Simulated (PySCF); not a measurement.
**MoH₄: triplet, from a PBE0 minimum start**

Where does triplet MoH₄ go from a PBE0 minimum start, is the end point a minimum, and what are its modes, charges and moments?

The runs use PySCF 2.14.0; PBE0, basis Mo def2-TZVP with ECP28, H def2-TZVP, scalar-relativistic core potentials, no spin–orbit coupling, density fitting.

### Step 1. The system as given

5 atoms, charge 0, spin multiplicity 3.

Bond lengths: Mo1–H2 1.686 Å, Mo1–H3 1.686 Å, Mo1–H4 1.686 Å, Mo1–H5 1.686 Å. Angles: H2–Mo1–H3 109.5°, H2–Mo1–H4 109.5°, H2–Mo1–H5 109.5°, H3–Mo1–H4 109.5°, H3–Mo1–H5 109.5°, H4–Mo1–H5 109.5°.

Z-matrix (Å, degrees; charge 0 multiplicity 3):
```
Mo
H  1 1.6859
H  1 1.6859 2 109.47
H  1 1.6859 2 109.47 3 120.00
H  1 1.6859 2 109.47 3 -120.00
```

### Step 2. Finding the electronic state

The steps below are one call of a driver around PySCF. For each, scf.py gives the equivalent set-up of the SCF; relaxations use the driver's own optimiser. After this first run the driver tries any further starts and a stability analysis.

Contents of scf.py:

```python
from pyscf import gto, scf, dft
mol = gto.M(atom='''
Mo    -0.000000     0.000000     0.000000
H     -0.973330    -0.973330     0.973330
H     -0.973330     0.973330    -0.973330
H      0.973330     0.973330     0.973330
H      0.973330    -0.973330    -0.973330''',
    basis={'Mo': 'def2-TZVP', 'H': 'def2-TZVP'},
    ecp={'Mo': 'def2-TZVP'},
    charge=0, spin=2)
mf = dft.UKS(mol, xc='PBE0')
mf.grids.atom_grid = (50, 194)
aux = {'Mo': 'def2-universal-JKFIT', 'H': 'def2-universal-JKFIT'}
mf = mf.density_fit(auxbasis=aux)
mf.conv_tol = 1e-08
mf.diis_space = 10
mf.max_cycle = 60
mf.init_guess = 'minao'
mf.verbose = 4
mf.kernel()
```

The run is started by

```console
OMP_NUM_THREADS=2 python axn.py task.json out
```

Further steps of the session: Relaxing the triplet from the PBE0 minimum start; Hessian and properties.

Before running it: what results should come out? Wanted: minimum; geometry; wavenumbers; dipole moment; highest occupied, lowest empty level; polar-tensor charge of Mo1; zero-point energy; atomisation energy; ⟨S²⟩.

As calculated:

| quantity | value |
| --- | --- |
| minimum | triplet, Td |
| geometry | Mo–H 1.686 Å (×4); H–Mo–H 109.5° (×6) |
| wavenumbers (cm⁻¹) | 550 (t2), 721 (e), 1921 (t2), 1963 (a1) |
| dipole moment | 0.00 D |
| highest occupied, lowest empty level (either spin) | -7.28, -2.22 eV |
| polar-tensor charge of Mo1 | +1.26 e |
| zero-point energy | 64.7 kJ/mol |
| entropy at 298.15 K | 238.1 J/(mol K) |
| atomisation energy (no zero-point energy) | 956 kJ/mol |
| ⟨S²⟩ | 2.030 |

The PBE0 minimum start keeps its Td symmetry and ends in a minimum. In the infrared the band at 1921 cm⁻¹ (t2, stretch) leads. The dipole vanishes although Mo1 carries +1.3 e by the polar tensor: the bond dipoles cancel. Most of the spin sits on Mo1 (Mulliken spin 2.42, against 2 for the whole molecule). Only this shape and spin were tried, so other structures or states may lie lower. One determinant may miss the lowest occupation of an open d or f shell.
